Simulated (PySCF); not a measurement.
# Selenium: the same states on changed settings

These states were run before on sound settings. What differs here: 26 angular points, unsound on purpose. What does it move?

Program: PySCF 2.14.0. Level of theory: unrestricted determinants in a Gaussian basis, no spin-orbit coupling in the energies. These are calculated values, not measurements, unless marked.

**1. What is computed**

| Quantity | Value |
| --- | --- |
| Element | selenium (Z = 34) |
| Basis | def2-SVP (5s4p3d, 32 functions) |
| Hamiltonian | no relativity, point nucleus |
| State 1 | Se⁺: [Ar] 3d10 4s2 4p3, high-spin 4S determinant |
| State 2 | Se²⁺: [Ar] 3d10 4s2 4p2, high-spin 3P determinant |
| Methods | TPSS, MN15 |

Outer shells as boxes (Hund's rule):

Se+ [Ar] 3d10 4s2 4p3
```
[Ar] core
3d [↑↓][↑↓][↑↓][↑↓][↑↓]
4s [↑↓]
4p [↑ ][↑ ][↑ ]
```

Se2+ [Ar] 3d10 4s2 4p2
```
[Ar] core
3d [↑↓][↑↓][↑↓][↑↓][↑↓]
4s [↑↓]
4p [↑ ][↑ ][  ]
```

The sound run (def2-SVP, the non-relativistic Hamiltonian (point nucleus), symmetry-adapted start, fine grid, valence correlation) gave:

```csv
species,method,energy (hartree)
Se⁺,UHF,-2399.21494
Se⁺,TPSS,-2400.77245
Se⁺,MN15,-2401.14860
Se⁺,MP2 (valence),-2399.27455
Se⁺,CCSD(T) (valence),-2399.29078
Se²⁺,UHF,-2398.44768
Se²⁺,TPSS,-2399.98613
Se²⁺,MN15,-2400.35979
Se²⁺,MP2 (valence),-2398.49403
Se²⁺,CCSD(T) (valence),-2398.51229
```

The runs were made by one driver on top of PySCF. The scripts below sum up each run's settings (the driver also hands on starting orbitals that pick excited configurations, and frozen orbitals as a list rather than a count), and the logs come from the driver's own runs. The driver starts from symmetry-adapted Hartree-Fock orbitals, holds the occupation by maximum overlap and uses a logarithmic radial grid for functionals, so a plain start would take other cycles.

The driver's launch:

```bash
$ OMP_NUM_THREADS=1 python atomrun2.py TASK.json OUT
```

The integrals over 32 functions and the set-up took 0.06 s of CPU time.

The grid is set inside the driver, so the scripts do not show it: 26 angular points.

**2. Changed run, Se⁺**

Level: TPSS.

File input.py:

```python
from pyscf import gto, scf, dft, mp, cc
import basis_set_exchange as bse
mol = gto.M(atom="Se 0 0 0", charge=1, spin=3, symmetry="D2h",
            basis=gto.basis.parse(bse.get_basis("def2-SVP", elements=["Se"], fmt="nwchem", header=False)))
mf = dft.UKS(mol, xc="TPSS")
mf.irrep_nelec = {'Ag': (6, 6), 'B1g': (1, 1), 'B2g': (1, 1), 'B3g': (1, 1), 'B1u': (3, 2), 'B2u': (3, 2), 'B3u': (3, 2)}
mf.kernel()
```

Standard output:

```text
damping factor = 0
level_shift factor = 0
DIIS = <class 'pyscf.scf.diis.CDIIS'>
diis_start_cycle = 1
diis_space = 10
diis_damp = 0
SCF conv_tol = 1e-09
SCF conv_tol_grad = None
number electrons alpha = 18  beta = 15
XC functionals = TPSS
    J. Tao, J. P. Perdew, V. N. Staroverov, and G. E. Scuseria.,  Phys. Rev. Lett. 91, 146401 (2003)
    J. P. Perdew, J. Tao, V. N. Staroverov, and G. E. Scuseria.,  J. Chem. Phys. 120, 6898 (2004)
    J. Tao, J. P. Perdew, V. N. Staroverov, and G. E. Scuseria.,  Phys. Rev. Lett. 91, 146401 (2003)
    J. P. Perdew, J. Tao, V. N. Staroverov, and G. E. Scuseria.,  J. Chem. Phys. 120, 6898 (2004)
cycle= 1 E= -2400.77046082822  delta_E= -0.00539  |g|= 0.125  |ddm|= 0.167
cycle= 2 E= -2400.77093959005  delta_E= -0.000479  |g|= 0.106  |ddm|= 0.0741
cycle= 3 E= -2400.77244769123  delta_E= -0.00151  |g|= 0.00207  |ddm|= 0.0465
cycle= 4 E= -2400.77244906856  delta_E= -1.38e-06  |g|= 1.84e-05  |ddm|= 0.0035
cycle= 5 E= -2400.77244906862  delta_E= -5.78e-11  |g|= 8.87e-07  |ddm|= 1.64e-05
converged SCF energy = -2400.77244906862  <S^2> = 3.7504263  2S+1 = 4.0002132
```

It took 0.16 s on 1 thread of Neoverse-N1, shared host, the integrals not counted.

The occupied shells:

```csv
shell,electrons,mean orbital energy (eV),spread (eV),rms radius (bohr)
1s α,1,-12331.1,0,0.0521
1s β,1,-12331.0,0,0.0521
2s α,1,-1576.4,0,0.217
2s β,1,-1576.4,0,0.217
2p α,3,-1415.5,0,0.191
2p β,3,-1415.4,0,0.191
3s α,1,-218.39,0,0.626
3s β,1,-218.17,0,0.626
3p α,3,-162.86,0,0.643
3p β,3,-162.60,0,0.643
3d α,5,-65.055,0,0.702
3d β,5,-64.688,0,0.702
4s α,1,-27.663,0,1.90
4s β,1,-24.350,0,1.90
4p α,3,-16.639,0,2.28
```

⟨S²⟩ = 3.750, ⟨L²⟩ = 0.00.

Level: MN15.

input.py, as changed from the run before:

```diff
@@ -4,3 +4,3 @@
             basis=gto.basis.parse(bse.get_basis("def2-SVP", elements=["Se"], fmt="nwchem", header=False)))
-mf = dft.UKS(mol, xc="TPSS")
+mf = dft.UKS(mol, xc="MN15")
 mf.irrep_nelec = {'Ag': (6, 6), 'B1g': (1, 1), 'B2g': (1, 1), 'B3g': (1, 1), 'B1u': (3, 2), 'B2u': (3, 2), 'B3u': (3, 2)}
```

Standard output:

```text
damping factor = 0
level_shift factor = 0
DIIS = <class 'pyscf.scf.diis.CDIIS'>
diis_start_cycle = 1
diis_space = 10
diis_damp = 0
SCF conv_tol = 1e-09
SCF conv_tol_grad = None
number electrons alpha = 18  beta = 15
XC functionals = MN15
    H. S. Yu, X. He, S. L. Li, and D. G. Truhlar.,  Chem. Sci. 7, 5032-5051 (2016)
    H. S. Yu, X. He, S. L. Li, and D. G. Truhlar.,  Chem. Sci. 7, 5032-5051 (2016)
cycle= 1 E= -2401.14612587789  delta_E= -0.0102  |g|= 0.14  |ddm|= 0.142
cycle= 2 E= -2401.14707308629  delta_E= -0.000947  |g|= 0.108  |ddm|= 0.0866
cycle= 3 E= -2401.14859765943  delta_E= -0.00152  |g|= 0.00107  |ddm|= 0.0434
cycle= 4 E= -2401.14859787404  delta_E= -2.15e-07  |g|= 6.83e-05  |ddm|= 0.000964
cycle= 5 E= -2401.14859787516  delta_E= -1.11e-09  |g|= 1.46e-06  |ddm|= 9.5e-05
cycle= 6 E= -2401.14859787516  delta_E= -1.82e-12  |g|= 1.05e-07  |ddm|= 5.38e-06
converged SCF energy = -2401.14859787516  <S^2> = 3.7504029  2S+1 = 4.0002015
```

It took 0.25 s on 1 thread of Neoverse-N1, shared host, the integrals not counted.

**3. Changed run, Se²⁺**

Level: TPSS.

File input.py:

```python
from pyscf import gto, scf, dft, mp, cc
import basis_set_exchange as bse
mol = gto.M(atom="Se 0 0 0", charge=2, spin=2, symmetry="D2h",
            basis=gto.basis.parse(bse.get_basis("def2-SVP", elements=["Se"], fmt="nwchem", header=False)))
mf = dft.UKS(mol, xc="TPSS")
mf.irrep_nelec = {'Ag': (6, 6), 'B1g': (1, 1), 'B2g': (1, 1), 'B3g': (1, 1), 'B1u': (3, 2), 'B2u': (3, 2), 'B3u': (2, 2)}
mf.kernel()
```

Standard output:

```text
damping factor = 0
level_shift factor = 0
DIIS = <class 'pyscf.scf.diis.CDIIS'>
diis_start_cycle = 1
diis_space = 10
diis_damp = 0
SCF conv_tol = 1e-09
SCF conv_tol_grad = None
number electrons alpha = 17  beta = 15
XC functionals = TPSS
    J. Tao, J. P. Perdew, V. N. Staroverov, and G. E. Scuseria.,  Phys. Rev. Lett. 91, 146401 (2003)
    J. P. Perdew, J. Tao, V. N. Staroverov, and G. E. Scuseria.,  J. Chem. Phys. 120, 6898 (2004)
    J. Tao, J. P. Perdew, V. N. Staroverov, and G. E. Scuseria.,  Phys. Rev. Lett. 91, 146401 (2003)
    J. P. Perdew, J. Tao, V. N. Staroverov, and G. E. Scuseria.,  J. Chem. Phys. 120, 6898 (2004)
cycle= 1 E= -2399.98424007166  delta_E= -0.0067  |g|= 0.126  |ddm|= 0.184
cycle= 2 E= -2399.98482698589  delta_E= -0.000587  |g|= 0.104  |ddm|= 0.0745
cycle= 3 E= -2399.98625757718  delta_E= -0.00143  |g|= 0.00101  |ddm|= 0.0408
cycle= 4 E= -2399.98625785623  delta_E= -2.79e-07  |g|= 0.000105  |ddm|= 0.00142
cycle= 5 E= -2399.98625786008  delta_E= -3.86e-09  |g|= 1.88e-06  |ddm|= 0.000174
cycle= 6 E= -2399.98625786009  delta_E= -1.82e-12  |g|= 3.65e-08  |ddm|= 1.15e-06
converged SCF energy = -2399.98625786009  <S^2> = 2.0020952  2S+1 = 3.0013965
```

It took 0.18 s on 1 thread of Neoverse-N1, shared host, the integrals not counted.

The occupied shells:

```csv
shell,electrons,mean orbital energy (eV),spread (eV),rms radius (bohr)
1s α,1,-12343.8,0,0.0521
1s β,1,-12343.7,0,0.0521
2s α,1,-1589.0,0,0.217
2s β,1,-1588.9,0,0.217
2p α,3,-1428.1,0.157,0.191
2p β,3,-1428.0,0.251,0.191
3s α,1,-230.77,0,0.626
3s β,1,-230.60,0,0.626
3p α,3,-175.23,0.554,0.643
3p β,3,-175.03,0.725,0.643
3d α,5,-77.373,0.509,0.699
3d β,5,-77.092,0.736,0.699
4s α,1,-38.019,0,1.84
4s β,1,-35.554,0,1.84
4p α,2,-26.453,0,2.15
```

⟨S²⟩ = 2.002, ⟨L²⟩ = 2.01.

Level: MN15.

input.py, as changed from the run before:

```diff
@@ -4,3 +4,3 @@
             basis=gto.basis.parse(bse.get_basis("def2-SVP", elements=["Se"], fmt="nwchem", header=False)))
-mf = dft.UKS(mol, xc="TPSS")
+mf = dft.UKS(mol, xc="MN15")
 mf.irrep_nelec = {'Ag': (6, 6), 'B1g': (1, 1), 'B2g': (1, 1), 'B3g': (1, 1), 'B1u': (3, 2), 'B2u': (3, 2), 'B3u': (2, 2)}
```

Standard output:

```text
damping factor = 0
level_shift factor = 0
DIIS = <class 'pyscf.scf.diis.CDIIS'>
diis_start_cycle = 1
diis_space = 10
diis_damp = 0
SCF conv_tol = 1e-09
SCF conv_tol_grad = None
number electrons alpha = 17  beta = 15
XC functionals = MN15
    H. S. Yu, X. He, S. L. Li, and D. G. Truhlar.,  Chem. Sci. 7, 5032-5051 (2016)
    H. S. Yu, X. He, S. L. Li, and D. G. Truhlar.,  Chem. Sci. 7, 5032-5051 (2016)
cycle= 1 E= -2400.35694230344  delta_E= -0.011  |g|= 0.137  |ddm|= 0.145
cycle= 2 E= -2400.3580137095  delta_E= -0.00107  |g|= 0.103  |ddm|= 0.0877
cycle= 3 E= -2400.35936293907  delta_E= -0.00135  |g|= 0.000888  |ddm|= 0.0367
cycle= 4 E= -2400.35936358244  delta_E= -6.43e-07  |g|= 7.53e-05  |ddm|= 0.00135
cycle= 5 E= -2400.35936358702  delta_E= -4.58e-09  |g|= 1.91e-06  |ddm|= 0.000116
cycle= 6 E= -2400.35936358702  delta_E= -9.09e-13  |g|= 7.5e-08  |ddm|= 4.86e-06
converged SCF energy = -2400.35936358702  <S^2> = 2.0022697  2S+1 = 3.0015127
```

It took 0.18 s on 1 thread of Neoverse-N1, shared host, the integrals not counted.

**4. What moved**

```csv
species,method,converged,energy less sound run (eV)
Se⁺,TPSS,yes,-0.0000
Se⁺,MN15,yes,-0.0000
Se²⁺,TPSS,yes,-0.0034
Se²⁺,MN15,yes,+0.0116
```

Ionisation energy of Se⁺:

```csv
method,sound run (eV),changed run (eV),shift (eV)
UHF,20.878,20.878,+0.000
TPSS,21.397,21.393,-0.003
MN15,21.465,21.476,+0.012
```

**5. What came out**

| quantity | value |
| --- | --- |
| change | 26 angular points |
| runs converged | 4 of 4 |
| largest shift of a converged total energy | 0.0116 eV |
| largest shift of the ionisation energy | +0.012 eV (MN15) |

The ionisation energy moves by up to 0.01 eV, at MN15. A coarse angular grid integrates products of high-l functions wrongly, so density functionals can shift, and the SCF can exploit the error; Hartree-Fock and MP2 need no grid. The setting is unsound on purpose, so these numbers are no properties of the atom.
